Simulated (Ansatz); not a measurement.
**CHCl2FGaN: how energies converge with the basis set**

The task here is to estimate one member of a computed series from the others.

Computed with Ansatz 0.2.0, Gaussian basis. Level: one geometry, several basis sets.

Plan: PBE0-D4/def2-SVP; ωB97M-V/def2-SVP; PBE0-D4/def2-QZVPP; ωB97M-V/def2-QZVPP; the functionals' def2-TZVPP values are taken from earlier runs.

**The relaxed structure**

An earlier PBE0-D4 in a triple-zeta def2 set relaxation fixed the geometry.

7 atoms, charge 0, spin multiplicity 1.

Atoms are counted from 1 here; the program's logs count them from 0.

Bond lengths: N1–C2 1.248 Å, N1–H7 1.022 Å, C2–Cl3 1.764 Å, C2–Ga4 1.970 Å, Ga4–F5 1.740 Å, Ga4–Cl6 2.111 Å. Angles: C2–N1–H7 114.3°, N1–C2–Cl3 124.4°, N1–C2–Ga4 119.5°, Cl3–C2–Ga4 116.1°, C2–Ga4–F5 119.6°, C2–Ga4–Cl6 124.5°, F5–Ga4–Cl6 115.9°.

Set-up of the first run:

The input, in.yaml:

```yaml
crystal:
  periodic: [false, false, false]
  atoms:
    - {symbol: N, position_ang: [0.666816, -1.312717, 0.735779]}
    - {symbol: C, position_ang: [0.366903, -0.570223, -0.221582]}
    - {symbol: Cl, position_ang: [0.794275, -0.890438, -1.902447]}
    - {symbol: Ga, position_ang: [-0.652748, 1.081134, 0.114752]}
    - {symbol: F, position_ang: [-1.100149, 2.102072, -1.221716]}
    - {symbol: Cl, position_ang: [-1.269328, 1.737250, 2.023804]}
    - {symbol: H, position_ang: [1.194241, -2.147088, 0.471420]}
basis:
  gaussian: {orbitals: def2-SVP}
hamiltonian: {xc: pbe0, dispersion: d4}
output: {orbitals: {seedname: orbitals}}
```

On the command line:

```bash
ansatz run in.yaml --threads 4 --pin off --events-out ev --progress --plain --max-ram 10444MiB
```

Steps of the session up to this table: PBE0-D4 in def2-SVP; ωB97M-V in def2-SVP; PBE0-D4 in def2-QZVPP; ωB97M-V in def2-QZVPP.

One table of the session follows, with a row left open; its other results are not shown here.

It belongs to the step «Functionals by basis». 

| functional | basis | HOMO (eV) | LUMO (eV) |
| --- | --- | --- | --- |
| PBE0-D4 | def2-SVP | -8.48 | -2.18 |
| PBE0-D4 | def2-TZVPP | -8.65 | -2.37 |
| PBE0-D4 | def2-QZVPP | -8.69 | -2.43 |
| ωB97M-V | def2-SVP | -10.61 | -0.13 |
| ωB97M-V | def2-TZVPP | ? | ? |
| ωB97M-V | def2-QZVPP | -10.87 | -0.47 |

Estimate the missing values for ωB97M-V, def2-TZVPP.

**Answer.** HOMO (eV): -10.82; LUMO (eV): -0.38. In the column «HOMO (eV)» it lies between ωB97M-V, def2-QZVPP (-10.87) and ωB97M-V, def2-SVP (-10.61).
